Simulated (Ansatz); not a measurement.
**MgHBr (SMILES [MgH][Br]): functionals against CCSD(T) at one geometry**

One table from this session's results is given with a row withheld; the runs are named, their logs left out.

Program: Ansatz 0.2.0, Gaussian basis. Level of theory: single points in def2-TZVPP. These are calculated values, not measurements.

Correlated methods freeze the cores. Filled d shells of the heavier atoms are correlated. The outer core shell of Li, Na, Mg and K is correlated.

## The system as given

SMILES `[MgH][Br]`, 3 atoms, charge 0, spin multiplicity 1.

Atoms are counted from 1 here; the program's logs count them from 0.

Bond lengths: Mg1–Br2 2.251 Å, Mg1–H3 1.570 Å. Angles: Br2–Mg1–H3 177.2°.

Coordinates:

```csv
atom,x (Å),y (Å),z (Å)
Mg1,-0.1994,-0.0214,-0.1109
Br2,1.7479,-0.3507,0.9689
H3,-1.5406,0.2842,-0.8684
```

The first run:

File run/in.yaml:

```yaml
crystal:
  periodic: [false, false, false]
  atoms:
    - {symbol: Mg, position_ang: [-0.199400, -0.021400, -0.110900]}
    - {symbol: Br, position_ang: [1.747900, -0.350700, 0.968900]}
    - {symbol: H, position_ang: [-1.540600, 0.284200, -0.868400]}
basis:
  gaussian: {orbitals: def2-TZVPP}
correlation: {method: ccsd_t}
output: {forces: true}
```

No record of the launch command was kept for these runs.

Among the steps run: CCSD(T)/def2-TZVPP; PBE0-D4/def2-TZVPP; wB97M-V/def2-TZVPP; r2SCAN-D4/def2-TZVPP; PBE-D4/def2-TZVPP; CAM-B3LYP-D4/def2-TZVPP; BHLYP-D4/def2-TZVPP.

One of the session's tables, all rows but one given; the rest of the session is left out.

```
      method  RMS force component (eV/Å)  angle to CCSD(T) forces (°)  dipole (D)
     CCSD(T)                       0.606                    reference        1.37
     PBE0-D4                           ?                            ?           ?
     wB97M-V                       0.587                          3.8        1.37
   r2SCAN-D4                       0.627                          7.6        1.30
      PBE-D4                       0.656                          3.8        1.27
CAM-B3LYP-D4                       0.563                          6.6        1.39
    BHLYP-D4                       0.568                          4.9        1.40
```

**Question.** Estimate the row for PBE0-D4.

**Answer.** RMS force component (eV/Å): 0.618; angle to CCSD(T) forces (°): 7.3; dipole (D): 1.35. In the column «RMS force component (eV/Å)» it lies between CCSD(T) (0.606) and r2SCAN-D4 (0.627).
